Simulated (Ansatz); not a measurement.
**C2H5F (SMILES CCF): wB97X/aug-cc-pVDZ**

What is the electronic atomisation energy of C2H5F at wB97X/aug-cc-pVDZ? 

Program for the calculation: Ansatz 0.2.0.

52 further runs of the same task are left out: 52 set aside as unsound or not needed.

### 1 The system as given

C2H5F: 8 atoms, total charge 0, spin state singlet. SMILES: `CCF`. Geometry: relaxed at PBE0-D4/def2-TZVP.

Bond lengths: C1–C2 1.504 Å, C2–F3 1.386 Å, C1–H4 1.093 Å, C1–H5 1.092 Å, C1–H6 1.091 Å, C2–H7 1.094 Å, C2–H8 1.094 Å. Some angles: C1–C2–F3 110.1°, C1–C2–H7 111.6°, C1–C2–H8 111.6°, F3–C2–H7 107.4°, F3–C2–H8 107.4°, C2–C1–H4 109.9°, C2–C1–H5 110.8°, C2–C1–H6 110.8°, H7–C2–H8 108.6°, H4–C1–H5 108.4°.

### 2 A single-point energy at wB97X/aug-cc-pVDZ

Contents of run.yaml:

```yaml
crystal:
  periodic: [false, false, false]
  atoms:
    - {symbol: C, position_ang: [-0.431700, 0.566900, -0.264600]}
    - {symbol: C, position_ang: [0.378400, -0.599100, 0.230500]}
    - {symbol: F, position_ang: [1.663300, -0.186400, 0.546500]}
    - {symbol: H, position_ang: [-1.443900, 0.237400, -0.512600]}
    - {symbol: H, position_ang: [0.018600, 0.998500, -1.160400]}
    - {symbol: H, position_ang: [-0.500300, 1.343000, 0.499800]}
    - {symbol: H, position_ang: [0.464000, -1.381500, -0.529800]}
    - {symbol: H, position_ang: [-0.056300, -1.036000, 1.134800]}
basis:
  gaussian:
    orbitals: aug-cc-pVDZ
hamiltonian:
  xc: {name: wB97X}
accuracy: high
output: {orbitals: {seedname: orbitals}}
```

Command:

```console
$ ansatz run run.yaml --threads 1 --pin off --max-ram 3480MiB --events-out events.jsonl --progress --plain --runs-dir runs
```

Output:

```text
Warning: RAYON_NUM_THREADS=1 ignored (pool sized by the plan → 1); use --threads N
Functional definition: wB97X
  name "wB97X"
  parameter omega = 0.3/bohr
  parameter cx = 0.157706
  parameter cx1 = 0.726479
  parameter cx2 = 1.04760
  parameter cx3 = -5.70635
  parameter cx4 = 13.2794
  parameter css1 = -4.33879
  parameter css2 = 18.2308
  parameter css3 = -31.7430
  parameter css4 = 17.2901
  parameter cos1 = 2.37031
  parameter cos2 = -11.3995
  parameter cos3 = 6.58405
  parameter cos4 = -3.78132
  exchange = spin_sum(e_x_unif_sr(omega)*poly(b97_u_x, 1 - cx, cx1, cx2, cx3, cx4)) + cx*exact_x_sr(omega)
      + exact_x_lr(omega)
  correlation = spin_sum(e_c_pw_same_spin*poly(b97_u_same, 1, css1, css2, css3, css4))
      + integral(e_c_pw_opposite_spin*poly(b97_u_opposite, 1, cos1, cos2, cos3, cos4))
2297 factors; integrals over basis functions are off by at most 3.2e-9 eV
454 factors; integrals over basis functions are off by at most 2.6e-9 eV
mean field evaluation 1: about -4869.0589 eV, gradient 3.6e1 eV
mean field evaluation 2: about -4870.6160 eV, gradient 2.6e1 eV
mean field evaluation 4: about -4871.8659 eV, gradient 1.6e0 eV
mean field evaluation 8: about -4871.8720 eV, gradient 2.9e-2 eV
mean field evaluation 16: about -4871.8720 eV, gradient 3.1e-6 eV
mean field -4871.87195997 eV, -179.0379922553 hartree, gradient 8.5e-8 eV, S^2 0.000000; 0 other end points of the search recorded, 0 dependent functions left out
reference -4871.87195303 eV, -179.0379920004 hartree; 13, 13 occupied and 101, 101 virtual orbitals, 2297 factors
Total energy: -4871.87195303 eV, -179.0379920004 hartree
```

Run time: 19 s. Hardware: 1 thread of Intel Xeon Platinum 8375C at 2.90GHz (Ice Lake), shared host; peak memory 0.58 GiB.

### 3 The C atom, same level

Contents of molecule.yaml:

```yaml
crystal:
  periodic: [false, false, false]
  atoms:
    - {symbol: C, position_ang: [0.000000, 0.000000, 0.000000]}
basis:
  gaussian:
    orbitals: aug-cc-pVDZ
magnetization:
  spin_polarized: true
  initial_magnetization: 2
hamiltonian:
  xc: {name: wB97X}
accuracy: high
```

Run the same way, it converges to -37.84121 Eh (log not shown).

### 4 The F atom

Contents of run.yaml:

```yaml
crystal:
  periodic: [false, false, false]
  atoms:
    - symbol: F
      position_ang: [0.000000, 0.000000, 0.000000]
basis:
  gaussian:
    orbitals: aug-cc-pVDZ
total_charge: 0
magnetization:
  spin_polarized: true
  initial_magnetization: 1
hamiltonian:
  xc: {name: wB97X}
accuracy: high
```

Run the same way, it converges to -99.71648 Eh (log not shown).

### 5 The H atom

Contents of run.yaml:

```yaml
crystal:
  periodic: [false, false, false]
  atoms:
    - {symbol: H, position_ang: [0.000000, 0.000000, 0.000000]}
basis:
  gaussian:
    orbitals: aug-cc-pVDZ
magnetization:
  spin_polarized: true
  initial_magnetization: 1
hamiltonian:
  xc: {name: wB97X}
accuracy: high
```

Run the same way, it converges to -0.50101 Eh (log not shown).

### 6 Results

Level: wB97X/aug-cc-pVDZ.

| quantity | value |
| --- | --- |
| molecule: total energy | -179.03799 Eh |
| molecule: HOMO energy | -11.90 eV |
| molecule: LUMO energy | 1.18 eV |
| molecule: HOMO–LUMO gap | 13.08 eV |
| C atom: total energy | -37.84121 Eh |
| C atom: ⟨S²⟩ | 2.005 |
| F atom: total energy | -99.71648 Eh |
| F atom: ⟨S²⟩ | 0.752 |
| H atom: total energy | -0.50101 Eh |
| H atom: ⟨S²⟩ | 0.750 |
| electronic atomisation energy | 30.859 eV |

What this shows: Taking the molecule apart into free atoms costs 30.86 eV (712 kcal/mol), before zero-point energy and without spin-orbit coupling.
